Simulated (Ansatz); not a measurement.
# C₄H₈Sn: one species, many methods

One table from this session's results is given with a row withheld; the runs are named, their logs left out.

Method: functionals in def2-TZVPP, the program's frozen cores in correlated methods; program: Ansatz 0.2.0, Gaussian basis.

Levels to be run: PBE-D4, r2SCAN-D4, PBE0-D4, B3LYP-D4, ωB97X-V, ωB97M-V, B2PLYP; CCSD(T)/def2-TZVPP; MP2/def2-QZVPP; extrapolation to the limit.

## The geometry

All runs share one geometry, relaxed beforehand with PBE0-D4 in a triple-zeta def2 set. Sn takes the def2 core potential; no spin-orbit term is included.

SMILES `CC1=C[CH]1[SnH3]`, 13 atoms, charge 0, spin multiplicity 1.

Atoms are counted from 1 here; the program's logs count them from 0.

Bond lengths: C1–C2 1.464 Å, C1–H6 1.091 Å, C1–H7 1.094 Å, C1–H8 1.095 Å, C2–C3 1.288 Å, C2–C4 1.505 Å, C3–C4 1.506 Å, C3–H9 1.076 Å, C4–Sn5 2.148 Å, C4–H10 1.094 Å, Sn5–H11 1.714 Å, Sn5–H12 1.714 Å, Sn5–H13 1.713 Å. Angles: C2–C1–H6 111.7°, C2–C1–H7 110.4°, C2–C1–H8 110.1°, H6–C1–H7 108.9°, H6–C1–H8 108.8°, H7–C1–H8 106.8°, C1–C2–C3 152.7°, C1–C2–C4 142.6°, C3–C2–C4 64.7°, C2–C3–C4 64.7°, C2–C3–H9 150.6°, C4–C3–H9 144.7°, C2–C4–C3 50.6°, C2–C4–Sn5 121.6°, C2–C4–H10 117.6°, C3–C4–Sn5 121.9°, C3–C4–H10 117.8°, Sn5–C4–H10 113.4° and more.

The first run:

Contents of in.yaml:

```yaml
crystal:
  periodic: [false, false, false]
  atoms:
    - {symbol: C, position_ang: [-1.730970, 1.098497, 0.574868]}
    - {symbol: C, position_ang: [-0.295331, 0.810779, 0.573490]}
    - {symbol: C, position_ang: [0.848272, 0.692134, 1.153135]}
    - {symbol: C, position_ang: [0.833374, 0.364781, -0.316321]}
    - {symbol: Sn, position_ang: [0.972077, -1.656337, -1.030910]}
    - {symbol: H, position_ang: [-2.085641, 1.375540, 1.568635]}
    - {symbol: H, position_ang: [-1.958158, 1.910636, -0.121954]}
    - {symbol: H, position_ang: [-2.289757, 0.221895, 0.231824]}
    - {symbol: H, position_ang: [1.460587, 0.738405, 2.037300]}
    - {symbol: H, position_ang: [1.255315, 1.100303, -1.007504]}
    - {symbol: H, position_ang: [0.340946, -1.822347, -2.616240]}
    - {symbol: H, position_ang: [0.075303, -2.661960, 0.028336]}
    - {symbol: H, position_ang: [2.594387, -2.207026, -1.059860]}
basis:
  gaussian: {orbitals: def2-TZVPP}
hamiltonian: {xc: pbe, dispersion: d4}
output: {forces: true, orbitals: {seedname: orbitals}}
```

Started as:

```console
> ansatz run in.yaml --threads 2 --pin off --events-out ev --progress --plain --max-ram 22528MiB --backend cuda --devices 0, --max-vram 18GiB
```

Steps of the session up to this table: PBE-D4 (GGA); r2SCAN-D4 (meta-GGA); PBE0-D4 (hybrid); B3LYP-D4 (hybrid); ωB97X-V (range-separated); ωB97M-V (range-separated); B2PLYP (double hybrid); CCSD(T) in def2-TZVPP; MP2 in def2-QZVPP.

One of the session's tables, all rows but one given; the rest of the session is left out.

```
            method  atoms, summed (eV)  atomisation energy (eV)
            PBE-D4          -10052.707                   49.816
         r2SCAN-D4          -10059.008                   48.842
           PBE0-D4          -10054.294                   49.091
          B3LYP-D4          -10062.297                   48.663
           ωB97X-V                   ?                        ?
           ωB97M-V          -10055.825                   48.789
            B2PLYP          -10050.324                   48.123
     HF/def2-TZVPP          -10016.737                   35.394
    MP2/def2-TZVPP          -10031.134                   48.059
   CCSD/def2-TZVPP          -10033.273                   46.849
CCSD(T)/def2-TZVPP          -10033.657                   47.621
           MP2/CBS          -10042.250                   49.185
       CCSD(T)/CBS          -10044.772                   48.747
```

**Question.** Estimate the row for ωB97X-V.

As computed: atoms, summed (eV): -10057.731; atomisation energy (eV): 48.902. In the column «atoms, summed (eV)» it lies between r2SCAN-D4 (-10059.008) and ωB97M-V (-10055.825).

Among the levels timed on like hardware and quicker than the yardstick, those that no quicker one beats, quickest first: PBE-D4 (3.1 s, +1.070 eV); r2SCAN-D4 (3.7 s, +0.095 eV); B3LYP-D4 (4.7 s, -0.083 eV); ωB97M-V (7.5 s, +0.043 eV). Runs this short are mostly start-up, so their order is noise.

B2PLYP carry no dispersion term (for B3LYP, D4 adds 0.457 eV).

To keep in mind: Free atoms (4 C, 1 Sn, 8 H) were run apart at each level; the atomisation energy is their sum less the molecule, without zero-point or spin-orbit terms. All levels share the lack of spin-orbit coupling, which lowers the free heavy atoms and so the true binding.
